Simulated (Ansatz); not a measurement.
# NbRu: the cost of one run

Program: Ansatz 0.2.0. Level of theory: DFT r²SCAN, frozen-core PAW, scalar-relativistic unless said. These are calculated values, not measurements.

1 further run of the same task is left out (set aside as unsound or not needed).

### Step 1. The system as given

It takes space group Pm-3m (No. 221, cubic). Conventional cell: a = 3.184 Å, b = 3.184 Å, c = 3.184 Å, α = 90.00°, β = 90.00°, γ = 90.00°. Nb (site symmetry m-3m) has 8 Ru at 2.76 Å as nearest neighbours. Ru (site symmetry m-3m) has 8 Nb at 2.76 Å as nearest neighbours.

As a file:

```
Nb Ru
1.0
     3.18400    0.00000    0.00000
     0.00000    3.18400    0.00000
     0.00000    0.00000    3.18400
Nb Ru
1 1
Direct
  0.00000 0.00000 0.00000
  0.50000 0.50000 0.50000
```

Cartesian axes are those of the input's lattice vectors. The structure goes back to a database entry.

### Step 2. Cell and atoms relaxed, PAW

input.yaml reads:

```yaml
crystal:
  lattice:
    - [3.184, 0.0, 0.0]
    - [0.0, 3.184, 0.0]
    - [0.0, 0.0, 3.184]
  atoms:
    - { symbol: Nb, position: [0.0, 0.0, 0.0] }
    - { symbol: Ru, position: [0.5, 0.5, 0.5] }
kpoints:
  mp_grid: { grid: [16, 16, 16] }
scf:
  occupations: { method: fermi_dirac, width: 0.1 }
hamiltonian:
  xc: r2scan
  pseudopotentials: { kind: paw }
relax:
  f_tol: 0.002
  max_steps: 80
  cell: {}
output:
  forces: true
  stress: true
  write_density: true
  write_potential: true
  elf: true
  volumetric_format: npy
```

The run is started by

```sh
> ansatz run input.yaml --threads 1 --pin off --max-ram 2560MiB --backend cpu --events-out ev --progress --plain --runs-dir out
```

**Question.** How long does this run take on 1 thread of Intel Xeon 6975P-C (Granite Rapids), shared host, and how much memory does it need?

About 26 s, with a peak of 0.53 GiB.
